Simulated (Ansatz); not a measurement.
# Cl2FGaH2: the cost of one run

Program: Ansatz 0.2.0. Level of theory: RHF/def2-SVP. These are calculated values, not measurements.

## Step 1: The starting structure

Bond lengths: Ga1–Cl3 2.240 Å, Ga1–Cl4 2.240 Å, Ga1–F5 2.000 Å. Angles: Cl3–Ga1–Cl4 120.0°, Cl3–Ga1–F5 97.0°, Cl4–Ga1–F5 101.2°.

As a file:

```xyz
6

Ga    0.0000    0.0000    0.0000
H     0.0000    0.0000    1.9200
Cl    1.9398    0.0000   -1.1200
Cl   -1.9398    0.0000   -1.1200
F     0.0836   -1.8961    0.6306
H     0.0448   -1.0158    1.7717
```

## Step 2: A restrained relaxation towards end A

Springs on the bonds that form and break draw the guess towards this end; the thresholds are loose.

input.yaml reads:

```yaml
crystal:
  periodic: [false, false, false]
  atoms:
    - { symbol: Ga, position_ang: [0.0, 0.0, 0.0] }
    - { symbol: H, position_ang: [0.0, 0.0, 1.92] }
    - { symbol: Cl, position_ang: [1.9398, 0.0, -1.12] }
    - { symbol: Cl, position_ang: [-1.9398, 0.0, -1.12] }
    - { symbol: F, position_ang: [0.0836, -1.8961, 0.6306] }
    - { symbol: H, position_ang: [0.0448, -1.0158, 1.7717] }
basis:
  gaussian: { orbitals: def2-SVP }
hamiltonian:
  xc: hf
relax:
  f_tol: 0.15
  max_steps: 25
  restrain:
    - { distance: [0, 4], at: 2.9, k: 30.0 }
    - { distance: [5, 1], at: 1.86, k: 30.0 }
    - { distance: [0, 1], at: 1.57, k: 30.0 }
    - { distance: [5, 4], at: 0.92, k: 30.0 }
```

Command:

```bash
ansatz run input.yaml --threads 1 --pin off --max-ram 2048MiB --backend cpu --events-out ev --progress --plain --runs-dir out
```

**Question.** How long does this run take on 1 thread of Arm Neoverse V1, shared host, and how much memory does it need?

About 18 s, with a peak of 0.19 GiB.
